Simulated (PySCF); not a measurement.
# From one method to the next for BeBr⁺

Starting from one script, swap the method and compare what comes out for BeBr⁺.

The runs use PySCF 2.14.0; each script names its method and basis.

3 further runs of the same task are left out: 3 that didn't finish.

## Step 1: The starting structure

BeBr⁺: 2 atoms, charge 1, spin multiplicity 1.

Bond lengths: Be1–Br2 2.023 Å.

## Step 2: The base run

Contents of input.py:

```python
from pyscf import gto, dft

mol = gto.M(
    atom='Be 0 0 0; Br 0 0 2.023',
    basis='aug-cc-pvdz',
    charge=1,
    spin=0,
    symmetry=True,
    verbose=3,
)
mf = dft.UKS(mol, xc='r2scan')
mf.kernel()
mf.analyze()
print('orbital energies (hartree):', [e[max(0, n-3):n+3].round(4) for e, n in zip(mf.mo_energy, mol.nelec)])
```

Started as:

```sh
> OMP_NUM_THREADS=1 python input.py
```

## Step 3: X3lyp

Variant 1 changes functional: r2scan → x3lyp.

Edit input.py of step 2 so:

```diff
@@ -10,3 +10,3 @@
 )
-mf = dft.UKS(mol, xc='r2scan')
+mf = dft.UKS(mol, xc='x3lyp')
 mf.kernel()
```

## Step 4: M06l

Variant 2 changes functional: r2scan → m06l.

Edit input.py of step 2 so:

```diff
@@ -10,3 +10,3 @@
 )
-mf = dft.UKS(mol, xc='r2scan')
+mf = dft.UKS(mol, xc='m06l')
 mf.kernel()
```

## Step 5: O3lyp

Variant 3 changes functional: r2scan → o3lyp.

Edit input.py of step 2 so:

```diff
@@ -10,3 +10,3 @@
 )
-mf = dft.UKS(mol, xc='r2scan')
+mf = dft.UKS(mol, xc='o3lyp')
 mf.kernel()
```

## Step 6: MP2 (UHF)

Variant 4 changes step after the SCF: analyze → mp2; SCF type: UKS → UHF; functional: r2scan → none (Hartree–Fock); frozen orbitals: none → 9.

Contents of input.py:

```python
from pyscf import gto, scf, mp

mol = gto.M(
    atom='Be 0 0 0; Br 0 0 2.023',
    basis='aug-cc-pvdz',
    charge=1,
    spin=0,
    symmetry=True,
    verbose=3,
)
mf = scf.UHF(mol)
mf.kernel()
mp.MP2(mf, frozen=9).kernel()
mf.dip_moment()
print('orbital energies (hartree):', [e[max(0, n-3):n+3].round(4) for e, n in zip(mf.mo_energy, mol.nelec)])
```

## Step 7: CASSCF (ROHF)

Variant 5 changes step after the SCF: analyze → casscf; SCF type: UKS → ROHF; functional: r2scan → none (Hartree–Fock); active space: none → 6 electrons in 6 orbitals.

Contents of input.py:

```python
from pyscf import gto, scf, mcscf

mol = gto.M(
    atom='Be 0 0 0; Br 0 0 2.023',
    basis='aug-cc-pvdz',
    charge=1,
    spin=0,
    symmetry=True,
    verbose=3,
)
mf = scf.ROHF(mol)
mf.kernel()
mc = mcscf.CASSCF(mf, 6, 6)
mc.kernel()
mc.analyze()
mf.dip_moment()
print('orbital energies (hartree):', mf.mo_energy[..., max(0, mol.nelec[1]-3):mol.nelec[0]+3].round(4))
```

Q: Predict the outcome of this session. Wanted: for each run, E(SCF); from base; gap; after the SCF.

As calculated:

| run | E(SCF) (hartree) | from base (eV) | gap (eV) | after the SCF |
| --- | --- | --- | --- | --- |
| base | -2588.531527 | 0 | 3.11 | n/a |
| x3lyp | -2588.470746 | not comparable | 3.37 | n/a |
| m06l | -2588.467090 | not comparable | 3.10 | n/a |
| o3lyp | -2589.104703 | not comparable | 2.63 | n/a |
| MP2 (UHF) | -2586.735938 | not comparable | 9.18 | MP2 correlation -4.332 eV, core frozen |
| CASSCF (ROHF) | -2586.735938 | not comparable | n/a | CASSCF correlation -1.451 eV |

The gap between the frontier levels is 3.1 eV with m06l (0 % exact exchange) and 3.4 eV with x3lyp (22 %): exact exchange opens it. A lower total energy from another functional means nothing by itself.
